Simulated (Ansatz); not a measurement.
# C₂H₆F₂Si: a ladder of functionals and wavefunction methods

An exercise on one series of results from a longer session: the logs are not shown, and one member is left open.

The runs use Ansatz 0.2.0, Gaussian basis; functionals in def2-TZVPP, the program's frozen cores in correlated methods.

Levels to be run: LDA (SPW92), PBE-D4, revPBE-D4, BLYP-D4, r2SCAN-D4, B97M-V, PBE0-D4, B3LYP-D4, r2SCANh-D4, r2SCAN0-D4, HSE06-D4, BHLYP-D4, CAM-B3LYP-D4, LC-ωPBE, ωB97X-V, ωB97M-V, B2PLYP, PBE-QIDH; CCSD(T)/def2-SVP; CCSD(T)/def2-TZVPP; MP2/def2-QZVPP; extrapolation to the limit; RPA on PBE.

## Structure used throughout

All runs share one geometry, relaxed beforehand with PBE0-D4 in a triple-zeta def2 set.

SMILES `CC[SiH](F)F`, 11 atoms, charge 0, spin multiplicity 1.

Atoms are counted from 1 here; the program's logs count them from 0.

Bond lengths: C1–C2 1.529 Å, C1–H6 1.092 Å, C1–H7 1.092 Å, C1–H8 1.092 Å, C2–Si3 1.846 Å, C2–H9 1.096 Å, C2–H10 1.096 Å, Si3–F4 1.592 Å, Si3–F5 1.592 Å, Si3–H11 1.478 Å. Angles: C2–C1–H6 111.2°, C2–C1–H7 111.3°, C2–C1–H8 111.3°, H6–C1–H7 107.7°, H6–C1–H8 107.7°, H7–C1–H8 107.5°, C1–C2–Si3 114.1°, C1–C2–H9 110.7°, C1–C2–H10 110.7°, Si3–C2–H9 107.5°, Si3–C2–H10 107.5°, H9–C2–H10 105.8°, C2–Si3–F4 109.9°, C2–Si3–F5 109.9°, C2–Si3–H11 114.9°, F4–Si3–F5 106.4°, F4–Si3–H11 107.7°, F5–Si3–H11 107.7°.

Set-up of the first run:

Contents of in.yaml:

```yaml
crystal:
  periodic: [false, false, false]
  atoms:
    - {symbol: C, position_ang: [-0.862061, 0.774630, -0.807148]}
    - {symbol: C, position_ang: [-0.303317, -0.565431, -0.327600]}
    - {symbol: Si, position_ang: [1.009935, -0.417981, 0.961944]}
    - {symbol: F, position_ang: [2.222988, 0.448617, 0.402365]}
    - {symbol: F, position_ang: [0.441804, 0.367058, 2.225503]}
    - {symbol: H, position_ang: [-1.633143, 0.631181, -1.566973]}
    - {symbol: H, position_ang: [-1.308567, 1.336096, 0.016240]}
    - {symbol: H, position_ang: [-0.078814, 1.398094, -1.243510]}
    - {symbol: H, position_ang: [0.119053, -1.131838, -1.166012]}
    - {symbol: H, position_ang: [-1.102018, -1.193475, 0.084442]}
    - {symbol: H, position_ang: [1.559339, -1.703953, 1.441247]}
basis:
  gaussian: {orbitals: def2-TZVPP}
hamiltonian: {xc: lda}
output: {orbitals: {seedname: orbitals}}
```

Launch:

```console
$ ansatz run in.yaml --threads 4 --pin off --events-out ev --progress --plain --max-ram 10444MiB
```

Among the steps run: LDA; PBE-D4 (GGA); revPBE-D4 (GGA); BLYP-D4 (GGA); r2SCAN-D4 (meta-GGA); B97M-V (meta-GGA); PBE0-D4 (hybrid); B3LYP-D4 (hybrid); r2SCANh-D4 (hybrid); r2SCAN0-D4 (hybrid); HSE06-D4 (hybrid); BHLYP-D4 (hybrid); CAM-B3LYP-D4 (range-separated); LC-ωPBE (range-separated); ωB97X-V (range-separated); ωB97M-V (range-separated); B2PLYP (double hybrid); PBE-QIDH (double hybrid).

One of the session's tables, all rows but one given; the rest of the session is left out.

It belongs to the step «Frontier levels by functional». 

| functional | HOMO (eV) | LUMO (eV) | gap (eV) |
| --- | --- | --- | --- |
| LDA (SPW92) | -7.52 | -0.20 | 7.32 |
| PBE-D4 | -7.43 | 0.03 | 7.46 |
| revPBE-D4 | -7.39 | 0.13 | 7.52 |
| BLYP-D4 | -7.36 | 0.06 | 7.43 |
| r2SCAN-D4 | ? | ? | ? |
| B97M-V | -7.85 | 0.21 | 8.07 |
| PBE0-D4 | -8.83 | 0.89 | 9.72 |
| B3LYP-D4 | -8.64 | 0.58 | 9.22 |
| r2SCANh-D4 | -8.26 | 0.88 | 9.13 |
| r2SCAN0-D4 | -9.03 | 1.27 | 10.30 |
| HSE06-D4 | -8.42 | 0.52 | 8.94 |
| BHLYP-D4 | -10.18 | 1.58 | 11.76 |
| CAM-B3LYP-D4 | -10.26 | 1.73 | 11.98 |
| LC-ωPBE | -11.58 | 3.04 | 14.62 |
| ωB97X-V | -11.24 | 2.84 | 14.07 |
| ωB97M-V | -11.08 | 2.44 | 13.52 |

**Question.** Estimate the row for r2SCAN-D4.

Worked estimate for «HOMO (eV)». Against the share of exact exchange, r2SCANh-D4 (0.1, -8.26), r2SCAN0-D4 (0.25, -9.03) give a slope of -5.13 per unit share; at 0 the line stands at -7.75.

**Answer.** HOMO (eV): -7.74; LUMO (eV): 0.60; gap (eV): 8.34. In «HOMO (eV)» the line misses by -0.01.
